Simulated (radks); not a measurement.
# Gd³⁺ in [Xe] 4f7: an all-electron calculation

Wanted: eigenvalues, radial structure and energy terms of the gadolinium ion Gd3+.

The numbers are computed with radks (a radial shooting solver on a logarithmic mesh, Libxc functionals) version 1 (non-relativistic Kohn-Sham, LDA (Slater exchange, Perdew-Wang correlation), spin-polarised, spherical densities, point nucleus; open shells are filled with parallel spins first), except any that are marked as measured or tabulated.

## Step 1: Starting point

| Quantity | Value |
| --- | --- |
| element | gadolinium (Z = 64) |
| charge | +3 |
| electrons | 61 |
| configuration | [Xe] 4f7 |

The outer shells:

Gd³⁺
```
[Xe] core
4f [↑ ][↑ ][↑ ][↑ ][↑ ][↑ ][↑ ]
```

## Step 2: Self-consistent calculation

Input:

```text
Z 64
configuration [Xe] 4f7 6s0 5d0 6p0 5f0
relativity non-relativistic
functional lda,pw
spin polarised
nucleus point
```

**Question.** What will this run give?

As calculated:

| quantity | value |
| --- | --- |
| total energy | -10815.5603 hartree |
| exchange-correlation share of it | 2.14 % |
| −T/E | 0.9996 |
| highest occupied level | 4f up, -40.145 eV |
| most extended occupied level | 5p down, <r> = 1.58 bohr |
| radius at density 0.001 e/bohr³ | 3.28 bohr |
| maxima of the radial density | 4 |
| ionisation energy, NIST | 44.4 (semi-emp.) eV |

The radial density shows 4 maxima for 5 occupied principal shells; where shells overlap, one shows as a shoulder or not at all. The ratio −T/E is 0.9996; for a non-relativistic Coulomb system it is 1 up to the kinetic part of correlation. The top level binds by 40.145 eV, 90 % of the NIST ionisation energy of 44.4 eV. Relativity is left out here, which matters for elements this heavy. Open shells are spherical and high-spin; term and fine-structure splittings are not resolved.
